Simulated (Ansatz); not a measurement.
The system is GaCuSe2.

```
Se Ga Cu
1.0
    -2.80955    2.80955    5.51300
     2.80955   -2.80955    5.51300
     2.80955    2.80955   -5.51300
Se Ga Cu
4 2 2
Direct
  0.12562 0.62500 0.00062
  0.87500 0.87438 0.49938
  0.62438 0.12500 0.99938
  0.37500 0.37562 0.50062
  0.25000 0.75000 0.50000
  0.50000 0.50000 0.00000
  0.75000 0.25000 0.50000
  0.00000 0.00000 0.00000
```

Base run:

| Property | Result |
| --- | --- |
| Program | Ansatz 0.2.0 |
| Functional | r2SCAN |
| Potentials or basis | Ansatz PAW |
| Cutoff | 500 eV |
| Density cutoff | 2000 eV |
| k mesh | 6 × 6 × 6 |
| Occupations | fixed |
| Spin | no spin polarisation |

Its results: band gap on the k mesh 0.63 eV, direct; pressure 0.3 GPa; largest force 0.227 eV/Å.

Q: The run is repeated on the same cell with these changes: functional from r2SCAN to LDA; cutoff from 500 eV to 420 eV; density cutoff from 2000 eV to 1680 eV; level from r2scan to lda. What comes out?

A: Band gap on the k mesh 0.08 eV, direct; pressure -3.0 GPa; largest force 0.446 eV/Å.

Caveats: the PAW data sets come from PBE, with cores solved anew for the run's functional, which leaves a small shift of forces and pressure.

Not every run made on this cell is shown here.
